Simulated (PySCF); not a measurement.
# C3H7FSi: the cost of one run

Computed with PySCF 2.14.0, with density-fitted response routines of our own, on a single molecule in the gas phase. Atoms are numbered from 0 throughout.

## (1) The molecule as given

12 atoms, charge 0, multiplicity 1; geometry from: GFN2-xTB. The atoms were then displaced at random by about 0.01 Å, so the start is not that level's minimum.

Bonds of the start (Å): C0–C1 1.51, C1–F2 1.35, C1–C3 1.29, C3–Si4 1.91, C0–H5 1.07, C0–H6 1.08, C0–H7 1.07, C3–H8 1.08, Si4–H9 1.46, Si4–H10 1.48, Si4–H11 1.45.

## (2) Optimising the geometry at PBE0-D3(BJ)/def2-SVP

The job: settings as JSON, then the geometry in Å.

```
{"job": {"xc": "PBE0", "basis": "def2-SVP", "d3": "d3bj", "grid": 1, "shake": 0.01, "kind": "geom"}, "charge": 0, "multiplicity": 1}
C      1.366400    -0.918900     0.416830
C      0.999460     0.505320     0.057340
F      2.086890     1.311250     0.067260
C     -0.136420     1.035950    -0.251780
Si    -1.794100     0.086240    -0.334020
H      2.075150    -1.277800    -0.296440
H      1.806080    -0.925840     1.405130
H      0.474280    -1.511360     0.391600
H     -0.186510     2.096860    -0.454020
H     -2.837770     1.043630    -0.688540
H     -2.108230    -0.496850     0.993530
H     -1.705530    -0.976780    -1.315910
```

On the command line:

```sh
$ OMP_NUM_THREADS=1 python probes_run.py task.json out
```

The driver reads the jobs from task.json and runs them one after another.

**Question.** How long does this first job take on 1 thread of Intel Xeon Platinum 8488C, shared host, and how much memory does it need?

About 39 s, with a peak of 0.46 GiB.
